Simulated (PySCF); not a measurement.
# Cl4H4HfO2 (trans-Hf(H2O)2Cl4): the cost of one run

Programs: PySCF 2.14.0, with routines of our own; each step states its level. All values are computed. Atoms count from 0.

### Step 1. The system as given

11 atoms, charge 0, multiplicity 1; geometry from: GFN2-xTB.

### Step 2. Geometry optimisation at PBE0-D3(BJ)/def2-SVP

What the job is given:

```
{"job": {"xc": "PBE0", "basis": "def2-SVP", "d3": "d3bj", "grid": 1, "maxiter": 30, "shake": 0.03, "kind": "geom"}, "charge": 0, "multiplicity": 1}
Hf     0.040290    -0.071170     0.004090
O     -0.019520     0.085240     2.396070
H     -1.004670     0.012610     2.631740
H      0.362420     1.016590     2.630240
O      0.012270    -0.126240    -2.451490
H     -0.209720    -1.024020    -2.629350
H      0.988860    -0.000510    -2.667470
Cl     2.337960    -0.123440    -0.458450
Cl    -2.328490     0.151200     0.549150
Cl     0.199960     2.312300     0.392290
Cl    -0.281290    -2.318050    -0.365930
```

Run with:

```console
$ OMP_NUM_THREADS=1 python heavy_run.py task.json out
```

The driver reads the jobs from task.json and runs them one after another.

Q: Estimate the wall time and peak memory of this first job on 1 thread of Arm Neoverse V1, shared host.

About 6.8 min, with a peak of 0.6 GiB.
